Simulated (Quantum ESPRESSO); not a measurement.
**GaF in Quantum ESPRESSO: the effect of strain**

The system is GaF.

```
Ga F
1.0
     3.16592    0.00000    0.00000
     0.00000    3.16592    0.00000
     0.00000    0.00000    3.03928
Ga F
1 1
Direct
  0.00000 0.00000 0.00000
  0.50000 0.50000 0.50000
```

The cell was built by a generator and needn't be a form met in nature.

Alike in all runs:

```yaml
Program: Quantum ESPRESSO 7.5
Task: relaxation of the atoms
Functional: PBEsol
Potentials_or_basis: SSSP 1.3 efficiency PBE
Cutoff: 952 eV
Density_cutoff: 7619 eV
k_mesh: 8 × 8 × 8
Occupations: fermi-dirac, width 0.05 eV
Spin: no spin polarisation
Kind_of_strain: uniaxial_z
Mixing_beta: 0.5
Most_SCF_iterations: 120
SCF_threshold: 4e-10 Ry
Most_ionic_steps: 40
Forc_conv_thr: 0.0004 Ry/bohr
Etot_conv_thr: 1e-05 Ry
```

Each run relaxes the cell or the atoms first.

```csv
strain,gap on the mesh (eV),pressure (GPa)
-0.04,?,?
-0.02,none,-3.0
-0.01,0.10,-3.4
0,0.21,-3.7
0.01,0.26,-4.1
0.02,0.31,-4.5
0.04,0.39,-5.1
```

Q: What does the run with strain -0.04 give?

A: gap on the mesh none; pressure -2.2 GPa.

Worked out: A straight line through the other rows of the pressure, of slope -35.3 GPa per unit of strain, extrapolates to -2.3 GPa, against the run's -2.2.

Caveats: the potentials were made for another functional, which shifts forces and pressure; the relaxation stopped at its first step, so nothing moved.

A k mesh can miss the band edges.

A gap of «none» marks a metal or a gap under the smearing width.
